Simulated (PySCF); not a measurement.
**GeCl₄: electronic excitations at several levels of theory**

How much do the electronic excitations of GeCl₄ (`[Cl][Ge]([Cl])([Cl])[Cl]`) depend on the level of theory, and what does each level cost?

Programs: PySCF 2.14.0, with density-fitted response routines of our own. Each step states its level of theory. These are calculated values for one molecule in the gas phase, unless marked as measured. Atoms are numbered from 0 throughout.

**1. The molecule as given**

5 atoms, charge 0, multiplicity 1; geometry from: GFN2-xTB.

Bonds of the start (Å): Cl0–Ge1 2.13, Ge1–Cl2 2.13, Ge1–Cl3 2.13, Ge1–Cl4 2.13.

**2. Optimising the geometry at PBE0-D3(BJ)/def2-TZVP**

The job: settings as JSON, then the geometry in Å.

```
{"job": {"xc": "PBE0", "basis": "def2-TZVP", "d3": "d3bj", "grid": 2, "kind": "geom"}, "charge": 0, "multiplicity": 1}
Cl    -0.951090    -1.517900    -1.147750
Ge    -0.000230     0.000380    -0.000260
Cl     2.077450    -0.431360     0.155050
Cl    -0.270100     1.882990    -0.952530
Cl    -0.857090     0.067700     1.945950
```

What it wrote:

```text
step   0  E = -3917.18251104  max force = 0.004474
step   1  E = -3917.18271125  max force = 0.000516
step   2  E = -3917.18271394  max force = 0.000090
optimisation converged
```

It took 30 s on 4 threads of Intel Xeon Platinum 8488C (Sapphire Rapids), shared host.

Along the way:

| step | energy from step 0 (eV) | largest force component (eV/Å) |
| --- | --- | --- |
| 0 | 0.0000 | 0.2301 |
| 1 | -0.0054 | 0.0265 |
| 2 | -0.0055 | 0.0046 |

Distances of close pairs at the start and the end, largest changes first:

| bond | before (Å) | after (Å) | change (Å) |
| --- | --- | --- | --- |
| Ge1–Cl2 | 2.128 | 2.116 | -0.012 |
| Ge1–Cl4 | 2.128 | 2.116 | -0.012 |
| Cl0–Ge1 | 2.127 | 2.116 | -0.012 |
| Ge1–Cl3 | 2.127 | 2.115 | -0.012 |

The next job starts from the end point, and lists it.

| at the end point | value |
| --- | --- |
| point group (found at 0.08 Å tolerance) | Td |
| rotational constants (GHz, main isotopes) | 1.212, 1.210, 1.210 |
| dipole moment (D) | 0.00 |

**3. TDDFT and polarisability: CAM-B3LYP/def2-TZVPD**

The job: settings as JSON, then the geometry in Å.

```
{"job": {"kind": "uv", "xc": "CAM-B3LYP", "basis": "def2-TZVPD", "nstates": 12, "ntriplets": 4}, "charge": 0, "multiplicity": 1}
Cl    -0.951470    -1.510717    -1.135502
Ge    -0.000116    -0.000127     0.000064
Cl     2.066535    -0.428409     0.148661
Cl    -0.266469     1.871425    -0.949343
Cl    -0.849540     0.069638     1.936580
```

With the program's defaults for keys left out, this is: TDDFT CAM-B3LYP/def2-TZVPD, vertical, gas phase, core orbitals frozen in the response.

What it wrote:

```text
coarse grid: 32680 points
cycle   1  E = -3918.0755989474  dE =  3.161e-02  |g| = 9.499e-01  |ddm| = 2.039e+00
cycle   2  E = -3917.9885984557  dE =  8.700e-02  |g| = 1.282e+00  |ddm| = 1.350e+00
cycle   3  E = -3918.2131385622  dE = -2.245e-01  |g| = 3.693e-02  |ddm| = 7.538e-01
cycle   4  E = -3918.2133156648  dE = -1.771e-04  |g| = 1.651e-02  |ddm| = 2.996e-02
cycle   5  E = -3918.2133819769  dE = -6.631e-05  |g| = 4.638e-03  |ddm| = 1.622e-02
cycle   6  E = -3918.2133889068  dE = -6.930e-06  |g| = 9.254e-04  |ddm| = 4.424e-03
final grid: 60024 points
cycle   7  E = -3918.2133321971  dE = -2.066e-07  |g| = 6.168e-04  |ddm| = 1.597e-03
cycle   8  E = -3918.2133322231  dE = -2.599e-08  |g| = 4.740e-04  |ddm| = 9.492e-04
cycle   9  E = -3918.2133322593  dE = -3.620e-08  |g| = 1.039e-04  |ddm| = 4.222e-04
cycle  10  E = -3918.2133322612  dE = -1.874e-09  |g| = 1.589e-05  |ddm| = 6.240e-05
cycle  11  E = -3918.2133322613  dE = -1.310e-10  |g| = 8.265e-06  |ddm| = 2.705e-05
converged SCF energy = -3918.2133322613

Static polarisability (au): isotropic 83.308, principal 83.262 83.298 83.363

Singlet excitations
state   eV       nm        f      main configurations
  1   6.1996    200.0   0.00000   H->L 0.93
  2   6.2000    200.0   0.00000   H-1->L 0.82, H-2->L 0.11
  3   6.2009    199.9   0.00000   H-2->L 0.83, H-1->L 0.11
  4   6.8679    180.5   0.08442   H-3->L 0.90
  5   6.8701    180.5   0.08480   H-4->L 0.91
  6   6.8706    180.5   0.08484   H-5->L 0.90
  7   6.9518    178.3   0.00001   H-6->L 0.91
  8   6.9546    178.3   0.00001   H-7->L 0.91
  9   8.6582    143.2   0.00000   H->L+3 0.16, H-2->L+4 0.14, H-1->L+2 0.14
 10   8.6664    143.1   0.00000   H-10->L 0.30, H->L+2 0.19, H-1->L+3 0.15
 11   8.6682    143.0   0.00000   H-9->L 0.30, H-2->L+2 0.21, H-1->L+4 0.14
 12   8.6692    143.0   0.00000   H-8->L 0.30, H-2->L+3 0.19, H->L+4 0.17

Triplet excitations (Tamm-Dancoff, eV): 5.7675 5.7676 5.7687 6.1750
```

It took 40 s on 4 threads of Intel Xeon Platinum 8488C (Sapphire Rapids), shared host.

Frontier orbitals and where they lie:

| orbital | eV | atoms |
| --- | --- | --- |
| HOMO−3 | -11.58 | Cl0 25 %, Cl2 25 %, Cl4 21 % |
| HOMO−2 | -11.08 | Cl4 33 %, Cl0 27 %, Cl2 24 % |
| HOMO−1 | -11.08 | Cl0 36 %, Cl2 34 %, Cl3 24 % |
| HOMO | -11.08 | Cl3 37 %, Cl4 36 %, Cl2 15 % |
| LUMO | -1.35 | Ge1 27 %, Cl0 18 %, Cl2 18 % |
| LUMO+1 | 0.69 | Ge1 40 %, Cl0 15 %, Cl2 15 % |
| LUMO+2 | 0.86 | Cl3 32 %, Cl4 29 %, Cl2 13 % |

With each of the 12 states as a Gaussian band of 0.4 eV half-width at 1/e, the curve within the window shown has maxima at 180 nm (ε 10,000) L/(mol cm). Beyond the last state computed it falls off for lack of states. The curve at chosen wavelengths:

nm, ε (L/mol/cm) and a bar:
```
      138          0 
      141          0 
      145          0 
      148          0 
      151          0 
      155          4 
      158         30 
      161        154 
      165        834 ##
      168       2153 ######
      171       4350 #############
      175       7894 #######################
      178       9815 #############################
      181      10236 ##############################
      184       9105 ###########################
      188       6240 ##################
      191       4051 ############
      194       2347 #######
      198        967 ###
      201        447 #
      204        191 #
      208         55 
      211         20 
      214          7 
      218          2 
      221          0
```

Ground-state properties from the same run:

| property | computed |
| --- | --- |
| dipole moment (D) | 0.00 |
| polarisability (Å³) | 12.34 |
| HOMO–LUMO gap (eV) | 9.72 |
| −ε(HOMO) (eV) | 11.08 |

**4. Excited states and response: PBE0/def2-TZVPD**

The job: settings as JSON, then the geometry in Å.

```
{"job": {"kind": "uv", "xc": "PBE0", "basis": "def2-TZVPD", "nstates": 12, "ntriplets": 4}, "charge": 0, "multiplicity": 1}
Cl    -0.951470    -1.510717    -1.135502
Ge    -0.000116    -0.000127     0.000064
Cl     2.066535    -0.428409     0.148661
Cl    -0.266469     1.871425    -0.949343
Cl    -0.849540     0.069638     1.936580
```

With the program's defaults for keys left out, this is: TDDFT PBE0/def2-TZVPD, vertical, gas phase, core orbitals frozen in the response.

What it wrote:

```text
coarse grid: 32680 points
cycle   1  E = -3917.0679876739  dE =  2.435e-02  |g| = 8.842e-01  |ddm| = 2.053e+00
cycle   2  E = -3916.9173426371  dE =  1.506e-01  |g| = 1.332e+00  |ddm| = 1.361e+00
cycle   3  E = -3917.1751725927  dE = -2.578e-01  |g| = 9.899e-02  |ddm| = 8.637e-01
cycle   4  E = -3917.1769012128  dE = -1.729e-03  |g| = 4.010e-02  |ddm| = 8.382e-02
cycle   5  E = -3917.1773443101  dE = -4.431e-04  |g| = 3.586e-03  |ddm| = 3.451e-02
cycle   6  E = -3917.1773476308  dE = -3.321e-06  |g| = 1.264e-03  |ddm| = 4.353e-03
final grid: 60024 points
cycle   7  E = -3917.1772922928  dE = -1.585e-07  |g| = 9.602e-04  |ddm| = 2.421e-03
cycle   8  E = -3917.1772923527  dE = -5.996e-08  |g| = 7.182e-04  |ddm| = 1.484e-03
cycle   9  E = -3917.1772924317  dE = -7.894e-08  |g| = 7.023e-05  |ddm| = 6.534e-04
cycle  10  E = -3917.1772924324  dE = -7.276e-10  |g| = 3.464e-06  |ddm| = 4.172e-05
converged SCF energy = -3917.1772924324

Static polarisability (au): isotropic 83.475, principal 83.428 83.465 83.531

Singlet excitations
state   eV       nm        f      main configurations
  1   5.9420    208.7   0.00000   H->L 0.99
  2   5.9428    208.6   0.00000   H-1->L 0.96
  3   5.9435    208.6   0.00000   H-2->L 0.96
  4   6.6062    187.7   0.06817   H-3->L 0.95
  5   6.6083    187.6   0.06848   H-4->L 0.96
  6   6.6087    187.6   0.06849   H-5->L 0.95
  7   6.6928    185.3   0.00000   H-6->L 0.97
  8   6.6958    185.2   0.00001   H-7->L 0.97
  9   8.3113    149.2   0.00000   H->L+2 0.29, H-1->L+1 0.27, H-2->L+3 0.24
 10   8.3739    148.1   0.00000   H->L+2 0.45, H-1->L+1 0.45
 11   8.3782    148.0   0.00012   H-2->L+1 0.53, H-1->L+3 0.26, H->L+3 0.11
 12   8.3796    148.0   0.00005   H-2->L+2 0.50, H->L+3 0.29, H-1->L+3 0.10

Triplet excitations (Tamm-Dancoff, eV): 5.5463 5.5467 5.5478 5.9733
```

It took 30 s on 4 threads of Intel Xeon Platinum 8488C (Sapphire Rapids), shared host.

Key values: HOMO -9.70 eV, LUMO -2.34 eV; lowest singlet 5.94 eV.

**5. TDDFT and polarisability: PBE/def2-TZVPD**

The job: settings as JSON, then the geometry in Å.

```
{"job": {"kind": "uv", "xc": "PBE", "basis": "def2-TZVPD", "nstates": 12, "ntriplets": 4}, "charge": 0, "multiplicity": 1}
Cl    -0.951470    -1.510717    -1.135502
Ge    -0.000116    -0.000127     0.000064
Cl     2.066535    -0.428409     0.148661
Cl    -0.266469     1.871425    -0.949343
Cl    -0.849540     0.069638     1.936580
```

Method: TDDFT PBE/def2-TZVPD, vertical, gas phase, core orbitals frozen in the response.

What it wrote:

```text
coarse grid: 32680 points
cycle   1  E = -3916.8447132887  dE =  2.156e-02  |g| = 1.068e+00  |ddm| = 2.110e+00
cycle   2  E = -3916.4904091181  dE =  3.543e-01  |g| = 1.865e+00  |ddm| = 1.749e+00
cycle   3  E = -3916.9591075694  dE = -4.687e-01  |g| = 2.551e-01  |ddm| = 1.305e+00
cycle   4  E = -3916.9748884699  dE = -1.578e-02  |g| = 7.853e-02  |ddm| = 2.346e-01
cycle   5  E = -3916.9766067253  dE = -1.718e-03  |g| = 3.013e-03  |ddm| = 6.182e-02
cycle   6  E = -3916.9766082377  dE = -1.512e-06  |g| = 1.779e-03  |ddm| = 4.317e-03
final grid: 60024 points
cycle   7  E = -3916.9765392758  dE =  1.383e-07  |g| = 2.078e-03  |ddm| = 4.116e-03
cycle   8  E = -3916.9765383855  dE =  8.903e-07  |g| = 2.901e-03  |ddm| = 4.351e-03
cycle   9  E = -3916.9765399929  dE = -1.607e-06  |g| = 8.089e-04  |ddm| = 2.707e-03
cycle  10  E = -3916.9765401175  dE = -1.246e-07  |g| = 2.156e-05  |ddm| = 5.181e-04
cycle  11  E = -3916.9765401176  dE = -1.210e-10  |g| = 4.631e-06  |ddm| = 1.992e-05
converged SCF energy = -3916.9765401176

Static polarisability (au): isotropic 87.278, principal 87.229 87.267 87.337

Singlet excitations
state   eV       nm        f      main configurations
  1   5.0746    244.3   0.00000   H->L 1.00
  2   5.0757    244.3   0.00000   H-1->L 0.98
  3   5.0765    244.2   0.00000   H-2->L 0.98
  4   5.7389    216.0   0.04225   H-3->L 0.96
  5   5.7404    216.0   0.04242   H-4->L 0.96
  6   5.7407    216.0   0.04240   H-5->L 0.95
  7   5.7864    214.3   0.00000   H-6->L 1.00
  8   5.7891    214.2   0.00000   H-7->L 1.00
  9   7.4259    167.0   0.00000   H->L+2 0.30, H-1->L+1 0.28, H-2->L+3 0.25
 10   7.4889    165.6   0.00000   H->L+2 0.47, H-1->L+1 0.46
 11   7.4916    165.5   0.00000   H->L+1 0.50, H-1->L+2 0.44
 12   7.4931    165.5   0.00002   H-2->L+1 0.48, H-1->L+3 0.34, H->L+3 0.11

Triplet excitations (Tamm-Dancoff, eV): 4.7880 4.7888 4.7897 5.2815
```

It took 19 s on 4 threads of Intel Xeon Platinum 8488C (Sapphire Rapids), shared host.

This run: HOMO -8.26 eV, LUMO -3.31 eV; lowest singlet 5.07 eV.

**6. TDDFT and polarisability: B3LYP/def2-TZVPD**

The job: settings as JSON, then the geometry in Å.

```
{"job": {"kind": "uv", "xc": "B3LYP", "basis": "def2-TZVPD", "nstates": 12, "ntriplets": 4}, "charge": 0, "multiplicity": 1}
Cl    -0.951470    -1.510717    -1.135502
Ge    -0.000116    -0.000127     0.000064
Cl     2.066535    -0.428409     0.148661
Cl    -0.266469     1.871425    -0.949343
Cl    -0.849540     0.069638     1.936580
```

Method: TDDFT B3LYP/def2-TZVPD, vertical, gas phase, core orbitals frozen in the response.

What it wrote:

```text
coarse grid: 32680 points
cycle   1  E = -3918.0105475795  dE =  3.429e-02  |g| = 9.541e-01  |ddm| = 2.063e+00
cycle   2  E = -3917.7967722395  dE =  2.138e-01  |g| = 1.514e+00  |ddm| = 1.539e+00
cycle   3  E = -3918.1317612411  dE = -3.350e-01  |g| = 1.245e-01  |ddm| = 1.018e+00
cycle   4  E = -3918.1347414616  dE = -2.980e-03  |g| = 4.861e-02  |ddm| = 1.106e-01
cycle   5  E = -3918.1354002741  dE = -6.588e-04  |g| = 3.683e-03  |ddm| = 4.133e-02
cycle   6  E = -3918.1354035808  dE = -3.307e-06  |g| = 1.586e-03  |ddm| = 4.775e-03
final grid: 60024 points
cycle   7  E = -3918.1353574778  dE = -1.708e-07  |g| = 1.322e-03  |ddm| = 3.181e-03
cycle   8  E = -3918.1353575266  dE = -4.877e-08  |g| = 1.169e-03  |ddm| = 2.192e-03
cycle   9  E = -3918.1353577494  dE = -2.228e-07  |g| = 2.269e-04  |ddm| = 1.097e-03
cycle  10  E = -3918.1353577588  dE = -9.417e-09  |g| = 3.499e-06  |ddm| = 1.426e-04
cycle  11  E = -3918.1353577588  dE =  5.457e-12  |g| = 2.665e-06  |ddm| = 6.266e-06
converged SCF energy = -3918.1353577588

Static polarisability (au): isotropic 84.985, principal 84.939 84.974 85.042

Singlet excitations
state   eV       nm        f      main configurations
  1   5.6414    219.8   0.00000   H->L 0.99
  2   5.6422    219.7   0.00000   H-1->L 0.98
  3   5.6430    219.7   0.00000   H-2->L 0.98
  4   6.3125    196.4   0.06270   H-3->L 0.96
  5   6.3143    196.4   0.06297   H-4->L 0.96
  6   6.3148    196.3   0.06298   H-5->L 0.96
  7   6.3846    194.2   0.00000   H-6->L 0.99
  8   6.3875    194.1   0.00000   H-7->L 0.99
  9   8.1010    153.0   0.00000   H->L+2 0.30, H-1->L+1 0.28, H-2->L+3 0.22
 10   8.1520    152.1   0.00002   H->L+1 0.51, H-1->L+2 0.39
 11   8.1540    152.1   0.00000   H-1->L+1 0.46, H->L+2 0.44
 12   8.1580    152.0   0.00012   H-2->L+1 0.37, H-2->L+3 0.28, H-1->L+1 0.10

Triplet excitations (Tamm-Dancoff, eV): 5.2915 5.2920 5.2929 5.7431
```

It took 32 s on 4 threads of Intel Xeon Platinum 8488C (Sapphire Rapids), shared host.

In short: HOMO -9.40 eV, LUMO -2.66 eV; lowest singlet 5.64 eV.

**7. Run by run: electronic excitations**

Excitations and ground-state properties, with basis size and wall time:

| run | lowest singlet (eV) | brightest (eV) | f | gap (eV) | α (Å³) | μ (D) | functions | time |
| --- | --- | --- | --- | --- | --- | --- | --- | --- |
| CAM-B3LYP/def2-TZVPD | 6.20 | 6.87 | 0.085 | 9.72 | 12.34 | 0.00 | 238 | 40 s |
| PBE0/def2-TZVPD | 5.94 | 6.61 | 0.068 | 7.36 | 12.37 | 0.00 | 238 | 30 s |
| PBE/def2-TZVPD | 5.07 | 5.74 | 0.042 | 4.94 | 12.93 | 0.00 | 238 | 19 s |
| B3LYP/def2-TZVPD | 5.64 | 6.31 | 0.063 | 6.74 | 12.59 | 0.00 | 238 | 32 s |

**8. Results**

```
                                quantity                        value
                             point group                           Td
    rotational constants (main isotopes)         1.21, 1.21, 1.21 GHz
   lowest singlet (CAM-B3LYP/def2-TZVPD)  6.20 eV (200 nm), f = 0.000
brightest single state of those computed  state 6, 6.87 eV, f = 0.085
                          lowest triplet                      5.77 eV
             range of the lowest singlet              5.07 to 6.20 eV
```

**Reading.** Single values in the summary come from the first run of each kind that ended normally (CAM-B3LYP/def2-TZVPD), which need not be the best level. Relaxing lowered the energy by 0.006 eV in 2 steps; the close pair that moved most is Ge1–Cl2, from 2.128 to 2.116 Å. The lowest singlet, at 6.20 eV, is HOMO→LUMO 0.93 and is dark; of the 12 states computed, the strongest absorption comes from states 4 to 6 together at 6.87 eV. The lowest triplet lies 0.43 eV below the lowest singlet (triplets in Tamm-Dancoff, singlets in full TDDFT). The lowest singlet runs from 5.07 eV (PBE/def2-TZVPD) to 6.20 eV (CAM-B3LYP/def2-TZVPD), while the orbital gap spans 4.94 to 9.72 eV: the excitation energy moves far less from run to run than the orbital gap does. The lowest state need not be the same one in every run.
